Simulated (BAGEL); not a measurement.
# CrO3 (SMILES [O]=[Cr](=[O])=[O]): B3LYP/def2-SVP (density fitting with qzvpp-jkfit)

What is the energy change on altering one bond length of CrO3 at B3LYP/def2-SVP (density fitting with qzvpp-jkfit)? 

The results are computed with BAGEL 1.2.2.

8 further runs of the same task are left out: 7 that didn't finish, 1 set aside as unsound or not needed.

## 1. The system as given

CrO3 has 4 atoms, charge 0, and is taken as a singlet. As SMILES, `[O]=[Cr](=[O])=[O]`. Geometry: relaxed at PBE0-D4/def2-TZVP.

Bond lengths: O1–Cr2 1.563 Å, Cr2–O3 1.563 Å, Cr2–O4 1.563 Å. Angles: O1–Cr2–O3 115.3°, O1–Cr2–O4 115.3°, O3–Cr2–O4 115.3°.

## 2. The energy at B3LYP/def2-SVP (density fitting with qzvpp-jkfit)

File job.json:

```json
{ "bagel": [

{
  "title": "molecule",
  "basis": "svp",
  "df_basis": "qzvpp-jkfit",
  "angstrom": true,
  "geometry": [
    { "atom": "O", "xyz": [   -1.163680,   -0.584640,    0.796540 ] },
    { "atom": "Cr", "xyz": [    0.035750,    0.194420,    0.166920 ] },
    { "atom": "O", "xyz": [    1.408990,   -0.550380,    0.205610 ] },
    { "atom": "O", "xyz": [   -0.281060,    0.940610,   -1.169070 ] }
  ]
},
{ "title": "ks", "xc_func": "b3lyp", "charge": 0 },
{ "title": "print", "file": "orbitals.molden", "orbitals": true }

]}
```

Run with:

```bash
$ BAGEL_NUM_THREADS=1 BAGEL job.json > job.out
```

The program printed:

```text
* using 1 threads per process

  ===============================================================
  ===============================================================

  *** Geometry ***

  { "atom" : "O", "xyz" : [     -2.199036,     -1.104809,      1.505242 ] },
  { "atom" : "Cr", "xyz" : [      0.067558,      0.367401,      0.315433 ] },
  { "atom" : "O", "xyz" : [      2.662605,     -1.040067,      0.388547 ] },
  { "atom" : "O", "xyz" : [     -0.531126,      1.777495,     -2.209222 ] },

  Number of auxiliary basis functions:      495

  Since a DF basis is specified, we compute 2- and 3-index integrals:
    o Being stored without compression. Storage requirement is 0.021 GB

  Number of basis functions:       73
  Number of electrons      :       48

    * METHOD: MOLECULE                             0.23

  *** Kohn-Sham DFT ***

    * Removing 6839 points whose weight is below 1.00e-10
    * Grid points: 52785

  === Nuclear Repulsion ===
   233.5388529447

       - DIIS with orbital gradients will be used.

  === KS iteration (b3lyp / svp) ===
      0      -1139.83395534          0.30005154           0.19
      1      -1184.99931828          0.22777225           0.15
      2      -1141.04529899          0.28787815           0.14
      3      -1251.59915522          0.14381673           0.14
      4      -1267.22645277          0.06807253           0.14
      5      -1268.81680824          0.04942004           0.14
      6      -1268.30494309          0.05637468           0.13
      7      -1267.84312275          0.06727656           0.14
      8      -1269.09427309          0.04598478           0.13
      9      -1269.22736827          0.03706659           0.14
     10      -1269.38502330          0.03654358           0.14
     11      -1269.35815274          0.03781049           0.14
     12      -1269.41057571          0.03348238           0.14
     13      -1261.33506139          0.12918045           0.14
     14      -1269.75940332          0.01344641           0.14
     15      -1269.80052195          0.00559041           0.13
     16      -1269.80613365          0.00456283           0.14
     17      -1269.81115332          0.00123089           0.14
     18      -1269.80899209          0.00263701           0.14
     19      -1269.81167699          0.00023622           0.14
     20      -1269.81169244          0.00001989           0.13
     21      -1269.81169260          0.00000644           0.14
     22      -1269.81169262          0.00000383           0.14
     23      -1269.81169262          0.00000112           0.14
     24      -1269.81169262          0.00000078           0.14
     25      -1269.81169262          0.00000130           0.14
     26      -1269.81169262          0.00000063           0.14
     27      -1269.81169262          0.00000016           0.14
     28      -1269.81169262          0.00000010           0.14
     29      -1269.81169262          0.00000007           0.13
     30      -1269.81169262          0.00000002           0.14
     31      -1269.81169262          0.00000003           0.14
     32      -1269.81169262          0.00000004           0.14
     33      -1269.81169262          0.00000001           0.14
     34      -1269.81169262          0.00000000           0.14
    * SCF iteration converged.

    * Permanent dipole moment:
           (   -0.149846,    -0.814934,    -0.699679) a.u.

    * METHOD: KS                                   5.06

    * METHOD: PRINT                                0.01

  ===============================================================
```

Wall time 5.7 s (1 thread of Arm Neoverse V1, shared host); peak memory 0.23 GiB.

## 3. The distorted shape, same level

File job.json:

```json
{ "bagel": [

{
  "title": "molecule",
  "basis": "svp",
  "df_basis": "qzvpp-jkfit",
  "angstrom": true,
  "geometry": [
    { "atom": "O", "xyz": [   -1.343603,   -0.701504,    0.890987 ] },
    { "atom": "Cr", "xyz": [    0.035750,    0.194420,    0.166920 ] },
    { "atom": "O", "xyz": [    1.408990,   -0.550380,    0.205610 ] },
    { "atom": "O", "xyz": [   -0.281060,    0.940610,   -1.169070 ] }
  ]
},
{ "title": "ks", "xc_func": "b3lyp" },
{ "title": "print", "file": "orbitals.molden", "orbitals": true }

]}
```

Run with:

```bash
$ BAGEL_NUM_THREADS=1 BAGEL job.json > job.out
```

The program printed:

```text
* using 1 threads per process

  ===============================================================
  ===============================================================

  *** Geometry ***

  { "atom" : "O", "xyz" : [     -2.539042,     -1.325650,      1.683721 ] },
  { "atom" : "Cr", "xyz" : [      0.067558,      0.367401,      0.315433 ] },
  { "atom" : "O", "xyz" : [      2.662605,     -1.040067,      0.388547 ] },
  { "atom" : "O", "xyz" : [     -0.531126,      1.777495,     -2.209222 ] },

  Number of auxiliary basis functions:      495

  Since a DF basis is specified, we compute 2- and 3-index integrals:
    o Being stored without compression. Storage requirement is 0.021 GB

  Number of basis functions:       73
  Number of electrons      :       48

    * METHOD: MOLECULE                             0.24

  *** Kohn-Sham DFT ***

    * Removing 6585 points whose weight is below 1.00e-10
    * Grid points: 53039

  === Nuclear Repulsion ===
   223.2445000961

       - DIIS with orbital gradients will be used.

  === KS iteration (b3lyp / svp) ===
      0      -1137.01861403          0.29201653           0.19
      1      -1182.61587200          0.21771413           0.15
      2      -1138.05144802          0.28415792           0.14
      3      -1247.82688468          0.14051504           0.13
      4      -1264.98894828          0.07925679           0.13
      5      -1259.01654959          0.11763976           0.13
      6      -1268.49539268          0.05868448           0.13
      7      -1268.47585409          0.05652372           0.13
      8      -1269.32773202          0.03051159           0.13
      9      -1269.67419780          0.01553320           0.13
     10      -1269.68050313          0.01691222           0.13
     11      -1269.73568437          0.01188891           0.13
     12      -1269.72850543          0.01277275           0.13
     13      -1269.44377077          0.03479124           0.14
     14      -1269.77395119          0.00329495           0.13
     15      -1269.77627784          0.00148041           0.13
     16      -1269.77706315          0.00050983           0.13
     17      -1269.77714697          0.00005054           0.13
     18      -1269.77714740          0.00003950           0.13
     19      -1269.77714786          0.00000539           0.13
     20      -1269.77714786          0.00000764           0.13
     21      -1269.77714788          0.00000159           0.13
     22      -1269.77714789          0.00000200           0.13
     23      -1269.77714789          0.00000209           0.13
     24      -1269.77714789          0.00000300           0.13
     25      -1269.77714789          0.00000043           0.13
     26      -1269.77714789          0.00000047           0.13
     27      -1269.77714789          0.00000022           0.14
     28      -1269.77714789          0.00000011           0.13
     29      -1269.77714789          0.00000032           0.14
     30      -1269.77714789          0.00000009           0.13
     31      -1269.77714789          0.00000008           0.13
     32      -1269.77714789          0.00000007           0.14
     33      -1269.77714789          0.00000002           0.13
     34      -1269.77714789          0.00000001           0.13
    * SCF iteration converged.

    * Permanent dipole moment:
           (   -0.435186,    -0.968538,    -0.515476) a.u.

    * METHOD: KS                                   4.99

    * METHOD: PRINT                                0.01

  ===============================================================
```

Run time: 5.4 s. Hardware: 1 thread of Arm Neoverse V1, shared host; peak memory 0.23 GiB.

## 4. What came out

At B3LYP/def2-SVP (density fitting with qzvpp-jkfit):

| quantity | value |
| --- | --- |
| first shape: total energy | -1269.81169 Eh |
| first shape: dipole moment | 2.76 D |
| first shape: HOMO energy | -8.94 eV |
| first shape: LUMO energy | -5.49 eV |
| first shape: HOMO–LUMO gap | 3.46 eV |
| distorted shape: total energy | -1269.77715 Eh |
| distorted shape: dipole moment | 3.00 D |
| distorted shape: HOMO energy | -8.53 eV |
| distorted shape: LUMO energy | -5.78 eV |
| distorted shape: HOMO–LUMO gap | 2.75 eV |
| energy change with the O1–Cr2 bond stretched from 1.563 to 1.797 Å | 0.940 eV |

What this shows: With the O1–Cr2 bond stretched from 1.563 to 1.797 Å the energy rises by 0.94 eV (90.7 kJ/mol). The first shape isn't relaxed at this level, so the change isn't measured from a minimum.
